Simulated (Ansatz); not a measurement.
# GeBH4+: single points off equilibrium

One table from this session's results is given with a row withheld; the runs are named, their logs left out.

The runs use Ansatz 0.2.0, Gaussian basis; single points in def2-TZVPP.

Cores are frozen in the correlated methods. Filled d shells of the heavier atoms are correlated.

## The starting structure

SMILES `[BH2][GeH2+]`, 6 atoms, charge 1, spin multiplicity 1.

Atoms are counted from 1 here; the program's logs count them from 0.

Bond lengths: B1–Ge2 2.043 Å, B1–H3 1.018 Å, B1–H4 1.129 Å, Ge2–H5 1.539 Å, Ge2–H6 1.563 Å. Angles: Ge2–B1–H3 118.0°, Ge2–B1–H4 118.4°, H3–B1–H4 121.8°, B1–Ge2–H5 132.3°, B1–Ge2–H6 130.8°, H5–Ge2–H6 96.9°.

As a file:

```xyz
6

B    -0.0723   -1.1116    0.0807
Ge   -0.0257    0.9198   -0.1333
H    -0.9697   -1.5516    0.2751
H     0.9043   -1.6580    0.2334
H     0.0535    1.8288   -1.3724
H    -0.0043    2.0591    0.9361
```

The first run:

Input file run/in.yaml:

```yaml
crystal:
  periodic: [false, false, false]
  atoms:
    - {symbol: B, position_ang: [-0.072300, -1.111600, 0.080700]}
    - {symbol: Ge, position_ang: [-0.025700, 0.919800, -0.133300]}
    - {symbol: H, position_ang: [-0.969700, -1.551600, 0.275100]}
    - {symbol: H, position_ang: [0.904300, -1.658000, 0.233400]}
    - {symbol: H, position_ang: [0.053500, 1.828800, -1.372400]}
    - {symbol: H, position_ang: [-0.004300, 2.059100, 0.936100]}
basis:
  gaussian: {orbitals: def2-TZVPP}
total_charge: 1
correlation: {method: ccsd_t}
output: {forces: true}
```

No record of the launch command was kept for these runs.

Among the steps run: CCSD(T)/def2-TZVPP; PBE0-D4/def2-TZVPP; wB97M-V/def2-TZVPP; r2SCAN-D4/def2-TZVPP; PBE-D4/def2-TZVPP; CAM-B3LYP-D4/def2-TZVPP; r2SCANh-D4/def2-TZVPP.

One of the session's tables, all rows but one given; the rest of the session is left out.

| method | RMS force component (eV/Å) | angle to CCSD(T) forces (°) |
| --- | --- | --- |
| CCSD(T) | 2.059 | reference |
| PBE0-D4 | ? | ? |
| wB97M-V | 2.002 | 1.1 |
| r2SCAN-D4 | 2.072 | 3.7 |
| PBE-D4 | 2.105 | 6.6 |
| CAM-B3LYP-D4 | 2.023 | 1.4 |
| r2SCANh-D4 | 2.064 | 2.8 |

Q: Estimate the row for PBE0-D4 from the others.

As computed: RMS force component (eV/Å): 2.080; angle to CCSD(T) forces (°): 3.1. In the column «RMS force component (eV/Å)» it lies between r2SCAN-D4 (2.072) and PBE-D4 (2.105).
